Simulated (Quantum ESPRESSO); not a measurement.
Crystal: V.

```xyz
1
Lattice="-1.5059 1.5059 1.4984 1.5059 -1.5059 1.4984 1.4909 1.4909 -1.4984" Properties=species:S:1:pos:R:3 pbc="T T T"
V     0.0000    0.0000    0.0000
```

The cell was built by a generator and needn't be a form met in nature.

Below is the output of Quantum ESPRESSO 7.5 for this cell. Logs are shortened: lines on timing, memory, paths and dates and some standing lists are left out, and cuts for length are marked.

```text
This program is part of the open-source Quantum ESPRESSO suite
     for quantum simulation of materials; please cite
[... 6 lines left out ...]
     using ibrav=0 with symmetry is DISCOURAGED, use correct ibrav instead

     K-points division:     npool     =       4
     Subspace diagonalization in iterative solution of the eigenvalue problem:
     a serial algorithm will be used

     G-vector sticks info
     --------------------
     sticks:   dense  smooth     PW     G-vecs:    dense   smooth      PW
     Sum         813     411    165                14659     5161    1267

     Using Slab Decomposition

     bravais-lattice index     =            0
     lattice parameter (alat)  =       4.9208  a.u.
     unit-cell volume          =      90.8099 (a.u.)^3
     number of atoms/cell      =            1
     number of atomic types    =            1
     number of electrons       =        13.00
     number of Kohn-Sham states=           12
     kinetic-energy cutoff     =      56.0000  Ry
     charge density cutoff     =     450.0000  Ry
     scf convergence threshold =      2.0E-10
     mixing beta               =       0.5000
     number of iterations used =            8  plain     mixing
     Exchange-correlation=  SLA  PW   PBX  PBC
                           (   1   4   3   4   0   0   0)

     celldm(1)=   4.920794  celldm(2)=   0.000000  celldm(3)=   0.000000
     celldm(4)=   0.000000  celldm(5)=   0.000000  celldm(6)=   0.000000

     crystal axes: (cart. coord. in units of alat)
               a(1) = (  -0.578308   0.578308   0.575431 )
               a(2) = (   0.578308  -0.578308   0.575431 )
               a(3) = (   0.572553   0.572553  -0.575431 )

     reciprocal axes: (cart. coord. in units 2 pi/alat)
               b(1) = (  0.004345  0.868936  0.868915 )
               b(2) = (  0.868936  0.004345  0.868915 )
               b(3) = (  0.873281  0.873281  0.000000 )

     PseudoPot. # 1 for V  read from file:
     v_pbe_v1.4.uspp.F.UPF
     Pseudo is Ultrasoft + core correction, Zval = 13.0
     Generated by new atomic code, or converted to UPF format
     Using radial grid of  853 points,  6 beta functions with:
                l(1) =   0
                l(2) =   0
                l(3) =   1
                l(4) =   1
                l(5) =   2
                l(6) =   2
     Q(r) pseudized with  8 coefficients,  rinner =    1.100   1.100   1.100
                                                       1.100   1.100

     atomic species   valence    mass     pseudopotential
     V                13.00    50.94150     V ( 1.00)

      8 Sym. Ops., with inversion, found

   Cartesian axes

     site n.     atom                  positions (alat units)
         1        V      tau(   1) = (   0.0000000   0.0000000   0.0000000  )

     number of k points=  4505  Methfessel-Paxton smearing, width (Ry)=  0.0147

     Number of k-points >= 100: set verbosity='high' to print them.

     Dense  grid:    14659 G-vectors     FFT dimensions: (  36,  36,  36)

     Smooth grid:     5161 G-vectors     FFT dimensions: (  24,  24,  24)

     Check: negative core charge=   -0.000009

     Initial potential from superposition of free atoms

     starting charge      12.9988, renormalised to      13.0000

     negative rho (up, down):  4.224E-04 0.000E+00
     Starting wfcs are   10 randomized atomic wfcs +    2 random wfcs

     Self-consistent Calculation

     iteration #  1     ecut=    56.00 Ry     beta= 0.50
     Davidson diagonalization with overlap
     ethr =  1.00E-02,  avg # of iterations =  3.3

     Threshold (ethr) on eigenvalues was too large:
     Diagonalizing with lowered threshold

     Davidson diagonalization with overlap
     ethr =  5.65E-04,  avg # of iterations =  1.0

     negative rho (up, down):  5.113E-04 0.000E+00

     total energy              =    -145.05000524 Ry
     estimated scf accuracy    <       0.07567960 Ry

     iteration #  2     ecut=    56.00 Ry     beta= 0.50
     Davidson diagonalization with overlap
     ethr =  5.82E-04,  avg # of iterations =  2.0

     negative rho (up, down):  5.003E-04 0.000E+00

     total energy              =    -145.07200170 Ry
     estimated scf accuracy    <       0.01411209 Ry

     iteration #  3     ecut=    56.00 Ry     beta= 0.50
     Davidson diagonalization with overlap
     ethr =  1.09E-04,  avg # of iterations =  1.9
[... 42 lines left out ...]
     iteration #  8     ecut=    56.00 Ry     beta= 0.50
     Davidson diagonalization with overlap
     ethr =  1.65E-12,  avg # of iterations =  2.0

     negative rho (up, down):  5.166E-04 0.000E+00

     total energy              =    -145.07474256 Ry
     estimated scf accuracy    <          2.2E-10 Ry

     iteration #  9     ecut=    56.00 Ry     beta= 0.50
     Davidson diagonalization with overlap
     ethr =  1.65E-12,  avg # of iterations =  1.9

     negative rho (up, down):  5.166E-04 0.000E+00

     End of self-consistent calculation

     Number of k-points >= 100: set verbosity='high' to print the bands.

     the Fermi energy is    16.6111 ev

!    total energy              =    -145.07474256 Ry
     estimated scf accuracy    <          4.0E-13 Ry
     smearing contrib. (-TS)   =      -0.00003603 Ry
     internal energy E=F+TS    =    -145.07470653 Ry

     The total energy is F=E-TS. E is the sum of the following terms:
     one-electron contribution =     -46.04188411 Ry
     hartree contribution      =      29.21260847 Ry
     xc contribution           =     -19.64345341 Ry
     ewald contribution        =    -108.60197747 Ry

     convergence has been achieved in   9 iterations

     negative rho (up, down):  5.166E-04 0.000E+00

     Forces acting on atoms (cartesian axes, Ry/au):

     atom    1 type  1   force =     0.00000000    0.00000000    0.00000000

     Total force =     0.000000     Total SCF correction =     0.000000

     Computing stress (Cartesian axis) and pressure

     negative rho (up, down):  5.166E-04 0.000E+00
          total   stress  (Ry/bohr**3)                   (kbar)     P=       -2.39
  -0.00001662   0.00001566  -0.00000000           -2.44        2.30       -0.00
   0.00001566  -0.00001662   0.00000000            2.30       -2.44        0.00
  -0.00000000  -0.00000000  -0.00001546           -0.00       -0.00       -2.27

=------------------------------------------------------------------------------=
   JOB DONE.
=------------------------------------------------------------------------------=
```

**Question.** What input gives this log?

**Answer.** Single point with PBE, no spin polarisation. The files as run (others can give the same):

pw.in
```
&CONTROL
  calculation = 'scf'
  prefix = 'pwscf'
  outdir = './tmp'
  pseudo_dir = './pseudo'
  tprnfor = .true.
  tstress = .true.
  disk_io = 'nowf'
  forc_conv_thr = 0.0001
/
&SYSTEM
  ibrav = 0
  nat = 1
  ntyp = 1
  ecutwfc = 56
  ecutrho = 450
  nbnd = 12
  occupations = 'smearing'
  smearing = 'mp'
  degauss = 0.01469973
/
&ELECTRONS
  conv_thr = 2d-10
  electron_maxstep = 120
  mixing_beta = 0.5
/
ATOMIC_SPECIES
V     50.9415 v_pbe_v1.4.uspp.F.UPF
CELL_PARAMETERS angstrom
  -1.5058970250    1.5058970250    1.4984050000
   1.5058970250   -1.5058970250    1.4984050000
   1.4909129750    1.4909129750   -1.4984050000
ATOMIC_POSITIONS crystal
V      0.0000000000    0.0000000000    0.0000000000
K_POINTS automatic
32 32 32 0 0 0
```

Potentials or basis: GBRV 1.5 PBE.
Run with:
```bash
$ OMP_NUM_THREADS=1 mpirun -n 4 pw.x -nk 4 -in pw.in > pw.out
```
